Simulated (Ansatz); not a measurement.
# BaHf3O2: from a guess to a relaxed structure

Where does this trial cell of BaHf3O2 go when cell and atoms are let free?

Computed with Ansatz 0.2.0 (DFT PBE, scalar-relativistic, plane waves, PAW, unless a step's input says otherwise).

## 1. The starting structure

The structure is tetragonal, space group P4/mmm (No. 123). Conventional cell: a = 3.575 Å, b = 3.575 Å, c = 8.962 Å, α = 90.00°, β = 90.00°, γ = 90.00°. Ba (site symmetry 4/mmm) is surrounded by 2 O at 2.82 Å. Hf (site symmetry 4mm) is surrounded by 4 O at 2.53 Å. Hf (site symmetry 4/mmm) has 2 O at 1.66 Å as nearest neighbours. O (site symmetry 4mm) has 1 Hf at 1.66 Å as nearest neighbours.

Structure file:

```
CELL_PARAMETERS angstrom
3.57541 0.00000 0.00000
0.00000 3.57541 0.00000
0.00000 0.00000 8.96244
ATOMIC_POSITIONS crystal
Ba 0.00000 0.00000 0.50000
Hf 0.50000 0.50000 0.80715
Hf 0.50000 0.50000 0.19285
Hf 0.00000 0.00000 0.00000
O 0.00000 0.00000 0.18572
O 0.00000 0.00000 0.81428
```

A structure generator made this guess: random cell by space group and Wyckoff sites (P4/mmm, No. 123). The dimensions are guesses.

## 2. The guess as it stands, on a coarse mesh

File input.yaml:

```yaml
crystal:
  lattice:
    - [3.57540833, 0.0, 0.0]
    - [0.0, 3.57540833, 0.0]
    - [0.0, 0.0, 8.96243848]
  atoms:
    - { symbol: Ba, position: [0.0, 0.0, 0.5] }
    - { symbol: Hf, position: [0.5, 0.5, 0.80714922] }
    - { symbol: Hf, position: [0.5, 0.5, 0.19285078] }
    - { symbol: Hf, position: [0.0, 0.0, 0.0] }
    - { symbol: O, position: [0.0, 0.0, 0.18571886] }
    - { symbol: O, position: [0.0, 0.0, 0.81428114] }
basis:
  ecutwfc: 420
kpoints:
  mp_grid: { grid: [6, 6, 2] }
hamiltonian:
  xc: pbe
scf:
  occupations: { method: gaussian, width: 0.1 }
  lower_state_search: "off"
output:
  forces: true
  stress: true
  eigenvalues: true
```

Command:

```sh
$ ansatz run input.yaml --threads 1 --pin off --max-ram 2560MiB --backend cpu --events-out ev --progress --plain --runs-dir out
```

Further runs follow: coarse relaxation; full relaxation.

Before running it: what results should come out? Wanted: conventional cell; volume; energy over the elements; gap on the mesh.

**Answer**, as computed:

```
                                                              quantity                                                                       value
                                symmetry at the end (tolerance 0.05 Å)                                                space group P4/mmm (No. 123)
                                                     conventional cell  a = 3.167 Å, b = 3.167 Å, c = 10.799 Å, α = 90.00°, β = 90.00°, γ = 90.00°
                                                                volume                                                               18.05 Å³/atom
energy over the elements (uncorrected; H, N, O, F and Cl as molecules)                                                               -1.48 eV/atom
                                                       gap on the mesh                                                                none (metal)
```

**Reading.** The space group P4/mmm (No. 123) is kept, and the volume per atom shrinks by 5.5 % from the first guess. It lies below the elements, which doesn't yet make it stable: competing phases were not computed in this session. No finished test with a distortion of lower symmetry is shown, so the end may be a saddle point. The runs treat Hf without spin-orbit coupling. Where forces pass 15 eV/Å atoms stand far too close, the PAW spheres overlap strongly and those numbers are rough.
